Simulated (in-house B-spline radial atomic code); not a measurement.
# Si⁴⁺: ionisation energy by several methods

One table from this session's results is given with a row withheld; the runs are named, their logs left out.

Program: in-house B-spline radial atomic code version 1. Level of theory: scalar-relativistic (X2C), several functionals, spin-polarised; spherical all-electron atom at the radial basis limit. These are calculated values, not measurements, unless marked.

### The atom as given

```
element       : silicon (Z = 14)
charge        : +4
electrons     : 10
configuration : [He] 2s2 2p6
nucleus       : Fermi, rms radius 3.122 fm
```

Outer shells as boxes (Hund's rule):

[He] 2s2 2p6
```
[He] core
2s [↑↓]
2p [↑↓][↑↓][↑↓]
```

Where spins are not typed, each open shell is filled with up spins first.

The first run:

Settings, as recorded:

```ini
Z = 14
electrons = 10.0
configuration = [He] 2s2 2p6
hamiltonian = x2c
method = optx,lyp
spin_polarised = True
nucleus = fermi
rms_radius = 3.1224
mass_number = 28
atomic_mass = 27.97692653442
speed_of_light = 137.035999084
```

Among the steps run: OLYP; Hartree-Fock; BLYP; PBEsol; TPSS; AM05; RPBE; LDA (PW92).

One of the session's tables, all rows but one given; the rest of the session is left out.

```
      method  ΔSCF (eV)
  LDA (PW92)          ?
        OLYP     167.58
        BLYP     167.17
      PBEsol     166.89
        AM05     166.84
        RPBE     167.05
        TPSS     167.53
Hartree-Fock     165.40
```

Q: Estimate the row for LDA (PW92) from the others.

The run gave: ΔSCF (eV): 167.15. In the column «ΔSCF (eV)» it lies between RPBE (167.05) and BLYP (167.17).

The tabulated ionisation energy is 166.767 ± 0.003 eV (measured; NIST Atomic Spectra Database). AM05 comes nearest (+0.07 eV) and Hartree-Fock is farthest (-1.37 eV, 0.82 %). Mean absolute error by rung (exchange-only levels left out): LDA 0.38 eV, GGA 0.34 eV, meta-GGA 0.76 eV, Hartree-Fock 1.37 eV. Relativistic terms that these runs lack can be as large as the gaps between close methods, so the nearest may be so by luck. Open shells are averaged (over orientations, and over spins where the run is restricted), while tables refer to the lowest levels. For the semilocal functionals minus the highest level recovers only 89 % of their own ΔSCF value, a mark of self-interaction.

Members of this set that are not shown: 1 did not converge; 12 used exact exchange with fractional occupations of an open shell, which is unsound here.

**Measured values.**

NIST Atomic Spectra Database reports: ionisation energy of Si⁴⁺ 166.767 eV.
